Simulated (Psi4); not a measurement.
**H2 (hydrogen): B3LYP/6-31G(d) (Cartesian functions)**

What is the vertical electron affinity of H2 (hydrogen) at B3LYP/6-31G* (Cartesian functions)? 

The results are computed with Psi4 1.11.

1 further run of the same task is left out (set aside as unsound or not needed).

## Step 1: The molecule

The species is H2 (2 atoms), meant as a singlet with charge 0. SMILES: `[H][H]`. The coordinates come from a PBE0-D4/def2-TZVP relaxation.

Bond lengths: H1–H2 0.746 Å.

## Step 2: Energy and gradient at B3LYP/6-31G(d) (Cartesian functions)

input.inp reads:

```
memory 1600 MB

molecule mol {
  0 1
  H
  H 1 r2

  r2 = 0.746146
  units angstrom
  symmetry c1
}

set globals {
  basis 6-31G*
  puream false
  e_convergence 1e-09
  d_convergence 1e-08
  scf_type pk
  dft_radial_points 99
  dft_spherical_points 590
}

energy_value, wavefunction = gradient('b3lyp', return_wfn=True)
oeprop(wavefunction, 'MULLIKEN_CHARGES', 'DIPOLE', 'LOWDIN_CHARGES', title='B3LYP')
```

The run is started by

```bash
$ psi4 -n 1 input.inp input.out
```

input.out, shortened:

```text
[...]
  Running in c1 symmetry.
[...]
  Nuclear repulsion =    0.709214028715560
[...]
  Multiplicity = 1
[...]
  Nalpha       = 1
  Nbeta        = 1
[...]
    Number of basis functions: 4
[...]
   @RKS iter   1:    -1.17292690263008   -2.18163e-01   1.36470e-02 DIIS/ADIIS
[...]
   @RKS iter   5:    -1.17547485096975   -1.77636e-15   1.17268e-12 DIIS
[...]
    Orbital Energies [Eh]
    ---------------------
    Doubly Occupied:
       1A     -0.433286
    Virtual:
       2A      0.099113     3A      0.582820     4A      1.103224
    Final Occupation by Irrep:
              A
    DOCC [     1 ]
    NA   [     1 ]
    NB   [     1 ]
  @RKS Final Energy:    -1.17547485096975
   => Energetics <=
    Nuclear Repulsion Energy =              0.7092140287155598
    One-Electron Energy =                  -2.4890767017875515
    Two-Electron Energy =                   1.1760761680737621
    DFT Exchange-Correlation Energy =      -0.5716883459715230
    Empirical Dispersion Energy =           0.0000000000000000
    VV10 Nonlocal Energy =                  0.0000000000000000
    Total Energy =                         -1.1754748509697523
[...]
  -Total Gradient:
     Atom            X                  Y                   Z
    ------   -----------------  -----------------  -----------------
       1        0.000000000000     0.000000000000    -0.002373464341
       2        0.000000000000    -0.000000000000     0.002373464341
[...]
 Multipole Moments:
 ------------------------------------------------------------------------------------
     Multipole            Electronic (a.u.)      Nuclear  (a.u.)        Total (a.u.)
 ------------------------------------------------------------------------------------
 L = 1.  Multiply by 2.5417464519 to convert [e a0] to [Debye]
 Dipole X            :          0.0000000            0.0000000            0.0000000
 Dipole Y            :          0.0000000            0.0000000            0.0000000
 Dipole Z            :         -0.0000000            0.0000000           -0.0000000
 Magnitude           :                                                    0.0000000
[...]
  Mulliken Charges: (a.u.)
   Center  Symbol    Alpha    Beta     Spin     Total
       1     H     0.50000  0.50000  0.00000  0.00000
       2     H     0.50000  0.50000  0.00000 -0.00000
   Total alpha =  1.00000, Total beta =  1.00000, Total charge = -0.00000
  Lowdin Charges: (a.u.)
   Center  Symbol    Alpha    Beta     Spin     Total
       1     H     0.50000  0.50000  0.00000  0.00000
       2     H     0.50000  0.50000  0.00000 -0.00000
  Total alpha =  1.00000, Total beta =  1.00000, Total charge = -0.00000
[...]
```

Wall time 1.9 s (1 thread of Intel Xeon 6975P-C (Granite Rapids), shared host); peak memory 0.21 GiB.

## Step 3: The doublet anion: a single-point energy at UB3LYP/6-31G(d) (Cartesian functions)

h2.xyz reads:

```xyz
2
H2
H      0.319300    -0.099200     0.165500
H     -0.319300     0.099200    -0.165500
```

job.py reads:

```python
import psi4

psi4.set_memory(1600000000)
psi4.set_num_threads(1)
psi4.set_output_file('run.log', False)

with open('h2.xyz') as f:
    atoms = ''.join(f.readlines()[2:])
mol = psi4.geometry('-1 2\n' + atoms + 'symmetry c1\nno_reorient\nno_com')

options = {'basis': '6-31G*', 'reference': 'uks', 'puream': False, 'e_convergence': 1e-09, 'd_convergence': 1e-08, 'scf_type': 'pk', 'dft_radial_points': 99, 'dft_spherical_points': 590, 'maxiter': 200}
psi4.set_options(options)

result = psi4.energy('B3LYP')
print('E =', round(result, 9))
for k, v in sorted(psi4.core.scalar_variables().items()):
    print(f'{k:45s} {v:18.10f}')
```

The run is started by

```bash
$ python job.py
```

run.log, shortened:

```text
[...]
  Running in c1 symmetry.
[...]
  Nuclear repulsion =    0.709214241018519
[...]
  Multiplicity = 2
[...]
  Nalpha       = 2
  Nbeta        = 1
[...]
    Number of basis functions: 4
[...]
   @UKS iter   1:    -0.93532128122536    1.94428e-02   4.80972e-02 ADIIS/DIIS
[...]
   @UKS iter   7:    -0.96422085834242   -5.55112e-15   5.52477e-11 DIIS
[...]
   @S^2 Observed:                7.500330516E-01
[...]
    Orbital Energies [Eh]
    ---------------------
    Alpha Occupied:
       1A     -0.071711     2A      0.331228
    Alpha Virtual:
       3A      0.911127     4A      1.458955
    Beta Occupied:
       1A     -0.034424
    Beta Virtual:
[...]
  @UKS Final Energy:    -0.96422085834242
   => Energetics <=
    Nuclear Repulsion Energy =              0.7092142410185192
    One-Electron Energy =                  -3.0049902505075998
    Two-Electron Energy =                   2.1175287779802536
    DFT Exchange-Correlation Energy =      -0.7859736268335898
    Empirical Dispersion Energy =           0.0000000000000000
    VV10 Nonlocal Energy =                  0.0000000000000000
    Total Energy =                         -0.9642208583424169
[...]
 Multipole Moments:
 ------------------------------------------------------------------------------------
     Multipole            Electronic (a.u.)      Nuclear  (a.u.)        Total (a.u.)
 ------------------------------------------------------------------------------------
 L = 1.  Multiply by 2.5417464519 to convert [e a0] to [Debye]
 Dipole X            :          0.0000000            0.0000000            0.0000000
 Dipole Y            :         -0.0000000            0.0000000           -0.0000000
 Dipole Z            :          0.0000000            0.0000000            0.0000000
 Magnitude           :                                                    0.0000000
[...]
```

Standard output:

```text
E = -0.964220858
CURRENT ENERGY                                     -0.9642208583
CURRENT REFERENCE ENERGY                           -0.9642208583
DD SOLVATION ENERGY                                 0.0000000000
DFT FUNCTIONAL TOTAL ENERGY                        -0.9642208583
DFT TOTAL ENERGY                                   -0.9642208583
DFT VV10 ENERGY                                     0.0000000000
DFT XC ENERGY                                      -0.7859736268
GRID ELECTRONS ALPHA                                2.0000000000
GRID ELECTRONS BETA                                 1.0000000000
GRID ELECTRONS TOTAL                                3.0000000000
NUCLEAR REPULSION ENERGY                            0.7092142410
ONE-ELECTRON ENERGY                                -3.0049902505
PCM POLARIZATION ENERGY                             0.0000000000
PE ENERGY                                           0.0000000000
SCF ITERATION ENERGY                               -0.9642208583
SCF ITERATIONS                                      7.0000000000
SCF TOTAL ENERGY                                   -0.9642208583
TWO-ELECTRON ENERGY                                 2.1175287780
XC GRID RADIAL POINTS                              99.0000000000
XC GRID SPHERICAL POINTS                          590.0000000000
XC GRID TOTAL POINTS                           114122.0000000000
```

Wall time 2.2 s (1 thread of Intel Xeon 6975P-C (Granite Rapids), shared host); peak memory 0.2 GiB.

## Step 4: Summary of results

Level: B3LYP/6-31G* (Cartesian functions).

```
                                         quantity        value
                         singlet H2: total energy  -1.17547 Eh
                        singlet H2: dipole moment       0.00 D
                          singlet H2: HOMO energy    -11.79 eV
                          singlet H2: LUMO energy      2.70 eV
                        singlet H2: HOMO–LUMO gap     14.49 eV
             singlet H2: largest force on an atom   0.122 eV/Å
                      doublet anion: total energy  -0.96422 Eh
doublet anion: HOMO energy (highest over α and β)      9.01 eV
 doublet anion: LUMO energy (lowest over α and β)     12.35 eV
                              doublet anion: ⟨S²⟩        0.750
vertical electron affinity (to the doublet anion)    -5.749 eV
```

The anion lies 5.75 eV (555 kJ/mol) above the neutral: the electron isn't bound at this level, and such a value depends on the basis. Without diffuse functions anions come out too high. The HOMO (doublet anion) lies at positive energy, 9.01 eV; only total energies tell whether the electron is bound.
